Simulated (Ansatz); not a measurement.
# C₂H₉BSi: one species, many methods

The task here is to estimate one member of a computed series from the others.

Computed with Ansatz 0.2.0, Gaussian basis. Level: functionals in def2-TZVPP, the program's frozen cores in correlated methods.

Levels to be run: LDA (SPW92), PBE-D4, revPBE-D4, BLYP-D4, r2SCAN-D4, B97M-V, PBE0-D4, B3LYP-D4, r2SCANh-D4, r2SCAN0-D4, HSE06-D4, BHLYP-D4, CAM-B3LYP-D4, LC-ωPBE, ωB97X-V, ωB97M-V, B2PLYP, PBE-QIDH; CCSD(T)/def2-SVP; CCSD(T)/def2-TZVPP; MP2/def2-QZVPP; extrapolation to the limit; RPA on PBE.

## The geometry

An earlier PBE0-D4 in a triple-zeta def2 set relaxation fixed the geometry.

SMILES `B[SiH2]CC`, 13 atoms, charge 0, spin multiplicity 1.

Atoms are counted from 1 here; the program's logs count them from 0.

Bond lengths: B1–Si2 2.009 Å, B1–H5 1.197 Å, B1–H6 1.197 Å, Si2–C3 1.882 Å, Si2–H7 1.495 Å, Si2–H8 1.499 Å, C3–C4 1.525 Å, C3–H9 1.096 Å, C3–H10 1.096 Å, C4–H11 1.093 Å, C4–H12 1.093 Å, C4–H13 1.093 Å. Angles: Si2–B1–H5 120.1°, Si2–B1–H6 123.0°, H5–B1–H6 116.9°, B1–Si2–C3 115.9°, B1–Si2–H7 110.3°, B1–Si2–H8 105.2°, C3–Si2–H7 109.5°, C3–Si2–H8 109.2°, H7–Si2–H8 106.1°, Si2–C3–C4 113.9°, Si2–C3–H9 108.1°, Si2–C3–H10 107.8°, C4–C3–H9 110.3°, C4–C3–H10 110.5°, H9–C3–H10 105.8°, C3–C4–H11 111.4°, C3–C4–H12 111.3°, C3–C4–H13 111.7° and more.

The first run:

Input file in.yaml:

```yaml
crystal:
  periodic: [false, false, false]
  atoms:
    - {symbol: B, position_ang: [-1.308733, 2.188283, -0.546656]}
    - {symbol: Si, position_ang: [-0.856048, 0.237918, -0.380949]}
    - {symbol: C, position_ang: [0.845875, -0.155177, 0.318572]}
    - {symbol: C, position_ang: [1.118774, -1.647370, 0.477457]}
    - {symbol: H, position_ang: [-2.275853, 2.529189, -1.163880]}
    - {symbol: H, position_ang: [-0.670855, 3.052671, -0.017931]}
    - {symbol: H, position_ang: [-1.025646, -0.448664, -1.697847]}
    - {symbol: H, position_ang: [-1.905838, -0.332822, 0.524695]}
    - {symbol: H, position_ang: [1.596938, 0.301809, -0.335399]}
    - {symbol: H, position_ang: [0.939149, 0.357076, 1.282571]}
    - {symbol: H, position_ang: [1.048121, -2.169142, -0.480565]}
    - {symbol: H, position_ang: [0.397205, -2.113504, 1.153484]}
    - {symbol: H, position_ang: [2.117312, -1.835069, 0.881148]}
basis:
  gaussian: {orbitals: def2-TZVPP}
hamiltonian: {xc: lda}
output: {orbitals: {seedname: orbitals}}
```

Run with:

```
ansatz run in.yaml --threads 4 --pin off --events-out ev --progress --plain --max-ram 10444MiB
```

Steps of the session up to this table: LDA; PBE-D4 (GGA); revPBE-D4 (GGA); BLYP-D4 (GGA); r2SCAN-D4 (meta-GGA); B97M-V (meta-GGA); PBE0-D4 (hybrid); B3LYP-D4 (hybrid); r2SCANh-D4 (hybrid); r2SCAN0-D4 (hybrid); HSE06-D4 (hybrid); BHLYP-D4 (hybrid); CAM-B3LYP-D4 (range-separated); LC-ωPBE (range-separated); ωB97X-V (range-separated); ωB97M-V (range-separated); B2PLYP (double hybrid); PBE-QIDH (double hybrid).

One table of the session follows, with a row left open; its other results are not shown here.

It belongs to the step «Orbital energies across the functionals». 

| functional | HOMO (eV) | LUMO (eV) | gap (eV) |
| --- | --- | --- | --- |
| LDA (SPW92) | -6.85 | -3.58 | 3.27 |
| PBE-D4 | -6.77 | -3.31 | 3.47 |
| revPBE-D4 | -6.74 | -3.19 | 3.54 |
| BLYP-D4 | -6.66 | -3.14 | 3.53 |
| r2SCAN-D4 | -7.03 | -2.96 | 4.07 |
| B97M-V | -7.14 | -3.12 | 4.02 |
| PBE0-D4 | -8.00 | -2.30 | 5.70 |
| B3LYP-D4 | -7.81 | -2.50 | 5.30 |
| r2SCANh-D4 | -7.48 | -2.61 | 4.87 |
| r2SCAN0-D4 | -8.16 | -2.10 | 6.06 |
| HSE06-D4 | ? | ? | ? |
| BHLYP-D4 | -9.16 | -1.23 | 7.93 |
| CAM-B3LYP-D4 | -9.37 | -1.17 | 8.20 |
| LC-ωPBE | -10.72 | 0.03 | 10.76 |
| ωB97X-V | -10.37 | -0.08 | 10.29 |
| ωB97M-V | -10.18 | -0.35 | 9.83 |

**Question.** Estimate the row for HSE06-D4.

The run gave: HOMO (eV): -7.60; LUMO (eV): -2.68; gap (eV): 4.92. In the column «HOMO (eV)» it lies between B3LYP-D4 (-7.81) and r2SCANh-D4 (-7.48).
